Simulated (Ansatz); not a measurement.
# H7NO2Si2: the cost of one run

Method: RKS PBE-D4/STO-3G, in Ansatz 0.2.0.

## 1. The structure to begin with

Bond lengths: Si1–O2 1.680 Å, O2–H3 1.010 Å, Si1–N4 1.820 Å, N4–H5 1.060 Å, N4–H6 1.060 Å, Si1–Si7 2.218 Å, Si7–H8 1.460 Å, Si7–H9 1.460 Å, Si7–H10 1.460 Å, Si1–O11 1.679 Å, O11–H12 1.010 Å. Angles (14 of 17 angles, heavy atoms first): O2–Si1–N4 109.5°, O2–Si1–Si7 109.5°, O2–Si1–O11 109.5°, N4–Si1–Si7 109.5°, N4–Si1–O11 109.5°, Si7–Si1–O11 109.5°, Si1–O2–H3 109.5°, Si1–N4–H5 120.0°, Si1–N4–H6 120.0°, Si1–Si7–H8 109.5°, Si1–Si7–H9 109.5°, Si1–Si7–H10 109.5°, Si1–O11–H12 109.5°, H5–N4–H6 120.0°.

As a file:

```xyz
12

Si    0.0000    0.0000    0.0000
O     0.0000    0.0000    1.6800
H    -0.9095   -0.2814    2.0171
N     1.7163    0.0000   -0.6061
H     2.2145   -0.9180   -0.7868
H     2.2175    0.9180   -0.7783
Si   -1.0456    1.8115   -0.7393
H    -2.4302    1.4780   -1.0607
H    -1.0215    2.8436    0.2931
H    -0.3743    2.3069   -1.9374
O    -0.7913   -1.3709   -0.5594
H    -1.2459   -1.8365    0.2129
```

## 2. Relaxing the start

The input, input.yaml:

```yaml
crystal:
  periodic: [false, false, false]
  atoms:
    - { symbol: Si, position_ang: [0.0, 0.0, 0.0] }
    - { symbol: O, position_ang: [0.0, 0.0, 1.68] }
    - { symbol: H, position_ang: [-0.9095, -0.2814, 2.0171] }
    - { symbol: "N", position_ang: [1.7163, 0.0, -0.6061] }
    - { symbol: H, position_ang: [2.2145, -0.918, -0.7868] }
    - { symbol: H, position_ang: [2.2175, 0.918, -0.7783] }
    - { symbol: Si, position_ang: [-1.0456, 1.8115, -0.7393] }
    - { symbol: H, position_ang: [-2.4302, 1.478, -1.0607] }
    - { symbol: H, position_ang: [-1.0215, 2.8436, 0.2931] }
    - { symbol: H, position_ang: [-0.3743, 2.3069, -1.9374] }
    - { symbol: O, position_ang: [-0.7913, -1.3709, -0.5594] }
    - { symbol: H, position_ang: [-1.2459, -1.8365, 0.2129] }
basis:
  gaussian: { orbitals: STO-3G }
hamiltonian:
  xc: pbe
  dispersion: d4
relax:
  f_tol: 0.02
  max_steps: 40
```

On the command line:

```sh
> ansatz run input.yaml --threads 1 --pin off --max-ram 2048MiB --backend cpu --events-out ev --progress --plain --runs-dir out
```

**Question.** How long does this run take on 1 thread of Arm Neoverse V1, shared host, and how much memory does it need?

About 90 s, with a peak of 0.14 GiB.
